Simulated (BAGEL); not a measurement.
# HF/STO-3G (density fitting with qzvpp-jkfit) run of CH4GaN (SMILES C=[N][GaH2])

What is the energy change on altering one bond length of CH4GaN at HF/STO-3G (density fitting with qzvpp-jkfit)? 

Program for the calculation: BAGEL 1.2.2.

3 further runs of the same task are left out: 3 that didn't finish. Runs told in other sessions of the task aren't counted.

## (1) The structure to begin with

CH4GaN: 7 atoms, total charge 0, spin state singlet. SMILES: `C=[N][GaH2]`. The shape is that of a PBE0-D4/def2-TZVP optimisation.

Bond lengths: C1–N2 1.242 Å, N2–Ga3 1.803 Å, C1–H4 1.101 Å, C1–H5 1.101 Å, Ga3–H6 1.556 Å, Ga3–H7 1.556 Å. Angles: C1–N2–Ga3 162.6°, N2–C1–H4 123.4°, N2–C1–H5 121.6°, N2–Ga3–H6 115.6°, N2–Ga3–H7 115.6°, H4–C1–H5 115.0°, H6–Ga3–H7 128.6°.

## (2) The energy at HF/STO-3G (density fitting with qzvpp-jkfit)

Input file input.json:

```json
{ "bagel" : [

{
  "title" : "molecule",
  "basis" : "sto-3g",
  "df_basis" : "qzvpp-jkfit",
  "angstrom" : true,
  "geometry" : [
    { "atom" : "C", "xyz" : [   -1.119700,    0.099100,   -0.980300 ] },
    { "atom" : "N", "xyz" : [   -0.311300,   -0.140700,   -0.067900 ] },
    { "atom" : "Ga", "xyz" : [    1.142300,   -0.099700,    0.998500 ] },
    { "atom" : "H", "xyz" : [   -0.943900,    0.853500,   -1.763300 ] },
    { "atom" : "H", "xyz" : [   -2.076800,   -0.439300,   -1.060100 ] },
    { "atom" : "H", "xyz" : [    1.040600,    0.837400,    2.236500 ] },
    { "atom" : "H", "xyz" : [    2.268800,   -1.110200,    0.636700 ] }
  ]
},
{
  "title" : "hf"
},
{
  "title" : "print",
  "file" : "orbitals.molden",
  "orbitals" : true
}

]}
```

On the command line:

```console
$ BAGEL_NUM_THREADS=1 BAGEL input.json > input.out
```

Log:

```text
* using 1 threads per process

  ===============================================================
  ===============================================================

  *** Geometry ***

  { "atom" : "C", "xyz" : [     -2.115926,      0.187272,     -1.852499 ] },
  { "atom" : "N", "xyz" : [     -0.588272,     -0.265884,     -0.128312 ] },
  { "atom" : "Ga", "xyz" : [      2.158634,     -0.188406,      1.886892 ] },
  { "atom" : "H", "xyz" : [     -1.783712,      1.612881,     -3.332154 ] },
  { "atom" : "H", "xyz" : [     -3.924583,     -0.830157,     -2.003299 ] },
  { "atom" : "H", "xyz" : [      1.966449,      1.582457,      4.226372 ] },
  { "atom" : "H", "xyz" : [      4.287411,     -2.097974,      1.203189 ] },

  Number of auxiliary basis functions:      490

  Since a DF basis is specified, we compute 2- and 3-index integrals:
    o Being stored without compression. Storage requirement is 0.004 GB

  Number of basis functions:       32
  Number of electrons      :       48

    * METHOD: MOLECULE                             0.12

  *** RHF ***

  === Nuclear Repulsion ===
   158.6980207690

      * DIIS with orbital gradients will be used.

  === RHF iteration (sto-3g) ===
      0      -1994.23942653          0.01504159           0.02
      1      -1994.28839230          0.00982814           0.01
      2      -1994.31299400          0.00155178           0.01
      3      -1994.31466231          0.00040640           0.01
      4      -1994.31483568          0.00015635           0.01
      5      -1994.31486933          0.00008221           0.01
      6      -1994.31487912          0.00005630           0.01
      7      -1994.31488715          0.00002113           0.01
      8      -1994.31488814          0.00000937           0.01
      9      -1994.31488828          0.00000514           0.01
     10      -1994.31488831          0.00000209           0.01
     11      -1994.31488832          0.00000126           0.01
     12      -1994.31488832          0.00000088           0.01
     13      -1994.31488832          0.00000062           0.01
     14      -1994.31488832          0.00000035           0.01
     15      -1994.31488832          0.00000022           0.01
     16      -1994.31488832          0.00000016           0.01
     17      -1994.31488832          0.00000008           0.01
     18      -1994.31488832          0.00000004           0.01
     19      -1994.31488832          0.00000002           0.01
     20      -1994.31488832          0.00000001           0.01
     21      -1994.31488832          0.00000001           0.01
    * SCF iteration converged.

    * Permanent dipole moment:
           (   -0.030944,    -0.117621,     0.119207) a.u.

    * METHOD: HF                                   0.39

    * METHOD: PRINT                                0.00

  ===============================================================
```

It took 0.67 s on 1 thread of Intel Xeon 6975P-C (Granite Rapids), shared host; peak memory 0.081 GiB.

## (3) The distorted shape at the same level

Input file input.json:

```json
{ "bagel" : [

{
  "title" : "molecule",
  "basis" : "sto-3g",
  "df_basis" : "qzvpp-jkfit",
  "angstrom" : "true",
  "geometry" : [
    { "atom" : "C", "xyz" : [   -1.207597,   -0.278085,   -0.588816 ] },
    { "atom" : "N", "xyz" : [   -0.399197,   -0.517885,    0.323584 ] },
    { "atom" : "Ga", "xyz" : [    1.054403,   -0.476885,    1.389984 ] },
    { "atom" : "H", "xyz" : [   -0.943900,    0.853500,   -1.763300 ] },
    { "atom" : "H", "xyz" : [   -2.164697,   -0.816485,   -0.668616 ] },
    { "atom" : "H", "xyz" : [    0.952703,    0.460215,    2.627984 ] },
    { "atom" : "H", "xyz" : [    2.180903,   -1.487385,    1.028184 ] }
  ]
},
{
  "title" : "hf"
},
{
  "title" : "print",
  "file" : "orbitals.molden",
  "orbitals" : "true"
}

]}
```

On the command line:

```console
$ BAGEL_NUM_THREADS=1 BAGEL input.json > input.out
```

Log:

```text
* using 1 threads per process

  ===============================================================
  ===============================================================

  *** Geometry ***

  { "atom" : "C", "xyz" : [     -2.282028,     -0.525504,     -1.112701 ] },
  { "atom" : "N", "xyz" : [     -0.754373,     -0.978661,      0.611485 ] },
  { "atom" : "Ga", "xyz" : [      1.992533,     -0.901182,      2.626689 ] },
  { "atom" : "H", "xyz" : [     -1.783712,      1.612881,     -3.332154 ] },
  { "atom" : "H", "xyz" : [     -4.090684,     -1.542933,     -1.263501 ] },
  { "atom" : "H", "xyz" : [      1.800348,      0.869680,      4.966170 ] },
  { "atom" : "H", "xyz" : [      4.121309,     -2.810750,      1.942986 ] },

  Number of auxiliary basis functions:      490

  Since a DF basis is specified, we compute 2- and 3-index integrals:
    o Being stored without compression. Storage requirement is 0.004 GB

  Number of basis functions:       32
  Number of electrons      :       48

    * METHOD: MOLECULE                             0.12

  *** RHF ***

  === Nuclear Repulsion ===
   156.8868609571

      * DIIS with orbital gradients will be used.

  === RHF iteration (sto-3g) ===
      0      -1994.12611568          0.01458923           0.02
      1      -1994.17537500          0.00981637           0.02
      2      -1994.19825173          0.00190299           0.02
      3      -1994.20044784          0.00058555           0.02
      4      -1994.20076366          0.00027167           0.01
      5      -1994.20084616          0.00010790           0.01
      6      -1994.20086158          0.00007118           0.01
      7      -1994.20087088          0.00004476           0.01
      8      -1994.20087621          0.00001478           0.02
      9      -1994.20087656          0.00000781           0.02
     10      -1994.20087661          0.00000371           0.02
     11      -1994.20087663          0.00000201           0.01
     12      -1994.20087663          0.00000124           0.01
     13      -1994.20087664          0.00000087           0.01
     14      -1994.20087664          0.00000060           0.02
     15      -1994.20087664          0.00000035           0.02
     16      -1994.20087664          0.00000023           0.02
     17      -1994.20087664          0.00000013           0.02
     18      -1994.20087664          0.00000007           0.01
     19      -1994.20087664          0.00000004           0.01
     20      -1994.20087664          0.00000002           0.01
     21      -1994.20087664          0.00000001           0.02
     22      -1994.20087664          0.00000001           0.02
    * SCF iteration converged.

    * Permanent dipole moment:
           (   -0.026393,     0.043808,    -0.073731) a.u.

    * METHOD: HF                                   0.42

    * METHOD: PRINT                                0.00

  ===============================================================
```

It took 0.71 s on 1 thread of Intel Xeon 6975P-C (Granite Rapids), shared host; peak memory 0.081 GiB.

## (4) Results

At HF/STO-3G (density fitting with qzvpp-jkfit):

```
                                                         quantity           value
                                        first shape: total energy  -1994.31489 Eh
                                       first shape: dipole moment          0.43 D
                                         first shape: HOMO energy        -7.31 eV
                                         first shape: LUMO energy         5.47 eV
                                       first shape: HOMO–LUMO gap        12.78 eV
                                    distorted shape: total energy  -1994.20088 Eh
                                   distorted shape: dipole moment          0.23 D
                                     distorted shape: HOMO energy        -6.66 eV
                                     distorted shape: LUMO energy         5.04 eV
                                   distorted shape: HOMO–LUMO gap        11.70 eV
energy change with the C1–H4 bond stretched from 1.101 to 1.652 Å        3.102 eV
```

In words: With the C1–H4 bond stretched from 1.101 to 1.652 Å the energy rises by 3.10 eV (72 kcal/mol). The first shape isn't relaxed at this level, so the change isn't measured from a minimum. The minimal basis adds a large error of its own.
